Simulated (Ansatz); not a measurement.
**C₄H₂F₈: a ladder of functionals and wavefunction methods**

An exercise on one series of results from a longer session: the logs are not shown, and one member is left open.

Method: functionals in def2-TZVPP, the program's frozen cores in correlated methods; program: Ansatz 0.2.0, Gaussian basis.

Plan: LDA (SPW92), PBE-D4, revPBE-D4, BLYP-D4, r2SCAN-D4, B97M-V, PBE0-D4, B3LYP-D4, r2SCANh-D4, r2SCAN0-D4, HSE06-D4, BHLYP-D4, CAM-B3LYP-D4, LC-ωPBE, ωB97X-V, ωB97M-V, B2PLYP, PBE-QIDH; CCSD(T)/def2-SVP; CCSD(T)/def2-TZVPP; MP2/def2-QZVPP; extrapolation to the limit; RPA on PBE.

**The geometry**

An earlier PBE0-D4 in a triple-zeta def2 set relaxation fixed the geometry.

SMILES `FC(F)C(F)(F)C(F)C(F)(F)F`, 14 atoms, charge 0, spin multiplicity 1.

Atoms are counted from 1 here; the program's logs count them from 0.

Bond lengths: F1–C2 1.350 Å, C2–F3 1.340 Å, C2–C4 1.537 Å, C2–H13 1.092 Å, C4–F5 1.346 Å, C4–F6 1.346 Å, C4–C7 1.534 Å, C7–F8 1.360 Å, C7–C9 1.529 Å, C7–H14 1.094 Å, C9–F10 1.326 Å, C9–F11 1.329 Å, C9–F12 1.340 Å. Angles: F1–C2–F3 108.6°, F1–C2–C4 108.8°, F1–C2–H13 109.5°, F3–C2–C4 108.5°, F3–C2–H13 109.2°, C4–C2–H13 112.0°, C2–C4–F5 107.7°, C2–C4–F6 108.4°, C2–C4–C7 115.3°, F5–C4–F6 108.0°, F5–C4–C7 110.6°, F6–C4–C7 106.5°, C4–C7–F8 107.9°, C4–C7–C9 115.9°, C4–C7–H14 108.2°, F8–C7–C9 107.7°, F8–C7–H14 109.6°, C9–C7–H14 107.5° and more.

Set-up of the first run:

The input, in.yaml:

```yaml
crystal:
  periodic: [false, false, false]
  atoms:
    - {symbol: F, position_ang: [-0.302017, -0.235305, 2.197238]}
    - {symbol: C, position_ang: [0.102759, 0.820832, 1.459855]}
    - {symbol: F, position_ang: [-0.246333, 1.947254, 2.096933]}
    - {symbol: C, position_ang: [-0.617961, 0.784032, 0.102659]}
    - {symbol: F, position_ang: [-0.113375, 1.774223, -0.656743]}
    - {symbol: F, position_ang: [-1.923533, 1.040375, 0.306681]}
    - {symbol: C, position_ang: [-0.546803, -0.555341, -0.641679]}
    - {symbol: F, position_ang: [-1.263869, -0.433646, -1.790960]}
    - {symbol: C, position_ang: [0.854968, -1.036485, -1.018067]}
    - {symbol: F, position_ang: [1.497341, -0.180632, -1.801017]}
    - {symbol: F, position_ang: [0.768301, -2.199657, -1.654428]}
    - {symbol: F, position_ang: [1.588276, -1.224322, 0.087401]}
    - {symbol: H, position_ang: [1.188722, 0.792355, 1.348020]}
    - {symbol: H, position_ang: [-0.999176, -1.322784, -0.007193]}
basis:
  gaussian: {orbitals: def2-TZVPP}
hamiltonian: {xc: lda}
output: {orbitals: {seedname: orbitals}}
```

Started as:

```
$ ansatz run in.yaml --threads 4 --pin off --events-out ev --progress --plain --max-ram 46080MiB --backend cuda --devices 0, --max-vram 37GiB
```

Among the steps run: LDA; PBE-D4 (GGA); revPBE-D4 (GGA); BLYP-D4 (GGA); r2SCAN-D4 (meta-GGA); B97M-V (meta-GGA); B3LYP-D4 (hybrid); r2SCANh-D4 (hybrid); r2SCAN0-D4 (hybrid); HSE06-D4 (hybrid); BHLYP-D4 (hybrid); CAM-B3LYP-D4 (range-separated); LC-ωPBE (range-separated); ωB97X-V (range-separated); ωB97M-V (range-separated); B2PLYP (double hybrid); PBE-QIDH (double hybrid).

One of the session's tables, all rows but one given; the rest of the session is left out.

It belongs to the step «Orbital energies across the functionals». 

```
  functional  HOMO (eV)  gap (eV)
 LDA (SPW92)      -8.58      7.53
      PBE-D4      -8.34      7.70
   revPBE-D4      -8.24      7.76
     BLYP-D4      -8.34      7.80
   r2SCAN-D4      -8.76      8.45
      B97M-V      -8.94      8.67
     PBE0-D4     -10.18     10.68
    B3LYP-D4          ?         ?
  r2SCANh-D4      -9.44      9.54
  r2SCAN0-D4     -10.46     11.16
    HSE06-D4      -9.76      9.88
    BHLYP-D4     -12.04     13.65
CAM-B3LYP-D4     -11.78     13.35
     LC-ωPBE     -12.99     15.92
     ωB97X-V     -12.67     15.49
     ωB97M-V     -12.59     15.15
```

**Question.** Estimate the row for B3LYP-D4.

Worked estimate for «HOMO (eV)». Against the share of exact exchange, BLYP-D4 (0, -8.34), BHLYP-D4 (0.5, -12.04) give a slope of -7.40 per unit share; at 0.2 the line stands at -9.82.

**Answer.** HOMO (eV): -9.99; gap (eV): 10.18. In «HOMO (eV)» the line misses by +0.17.
